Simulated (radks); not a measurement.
**Se²⁺ in [Ar] 3d10 4s2 4p2: an all-electron calculation**

An exercise on one series of results from a longer session: the logs are not shown, and one member is left open.

Program: radks (a radial shooting solver on a logarithmic mesh, Libxc functionals) version 1. Level of theory: scalar-relativistic Kohn-Sham, TASK exchange with Perdew-Wang LDA correlation, spin-polarised, spherical densities, finite nucleus; open shells are filled with parallel spins first. These are calculated values, not measurements, unless marked.

## The system

```
element            : selenium (Z = 34)
charge             : +2
electrons          : 32
configuration      : [Ar] 3d10 4s2 4p2
nuclear rms radius : 4.14 fm
```

Outer shells as boxes (Hund's rule):

Se²⁺
```
[Ar] core
3d [↑↓][↑↓][↑↓][↑↓][↑↓]
4s [↑↓]
4p [↑ ][↑ ][  ]
```

The first run:

The run's settings:

```text
Z 34
configuration [Ar] 3d10 4s2 4p2 5s0 4d0 5p0 4f0
relativity scalar-relativistic
functional task,pw
spin polarised
nucleus finite rms 4.14 fm
c 137.035999084
```

Launch:

```bash
$ python run_ks.py task.json out
```

All runs below come from this command, one after another.

Among the steps run: Self-consistent calculation.

One table of the session follows, with a row left open; its other results are not shown here.

It belongs to the step «Shells». Radial moments (bohr):

| level | <r> | outermost maximum (interpolated) | 90 % within | nodes |
| --- | --- | --- | --- | --- |
| 1s up | 0.04414 | 0.0288 | 0.0789 | 0 |
| 1s down | 0.04414 | 0.0288 | 0.0789 | 0 |
| 2s up | 0.1962 | 0.165 | 0.304 | 1 |
| 2s down | 0.1962 | 0.165 | 0.304 | 1 |
| 2p up | 0.1713 | 0.132 | 0.280 | 0 |
| 2p down | 0.1713 | 0.132 | 0.280 | 0 |
| 3s up | 0.5750 | 0.503 | 0.858 | 2 |
| 3s down | 0.5751 | 0.503 | 0.858 | 2 |
| 3p up | 0.5900 | 0.501 | 0.903 | 1 |
| 3p down | ? | ? | ? | ? |
| 3d up | 0.6290 | 0.454 | 1.04 | 0 |
| 3d down | 0.6239 | 0.454 | 1.03 | 0 |
| 4s up | 1.706 | 1.49 | 2.51 | 3 |
| 4s down | 1.695 | 1.48 | 2.50 | 3 |
| 4p up | 1.953 | 1.69 | 2.89 | 2 |
| 4p down | 1.977 | 1.67 | 2.97 | 2 |
| 4d up | 2.916 | 2.31 | 4.68 | 1 |

Q: Estimate the row for 3p down from the others.

**Answer.** <r>: 0.5896; outermost maximum (interpolated): 0.501; 90 % within: 0.902; nodes: 1. In the column «<r>» it lies between 3s down (0.5751) and 3p up (0.5900).

Caveats from the session: Open shells are spherical and high-spin; term and fine-structure splittings are not resolved.
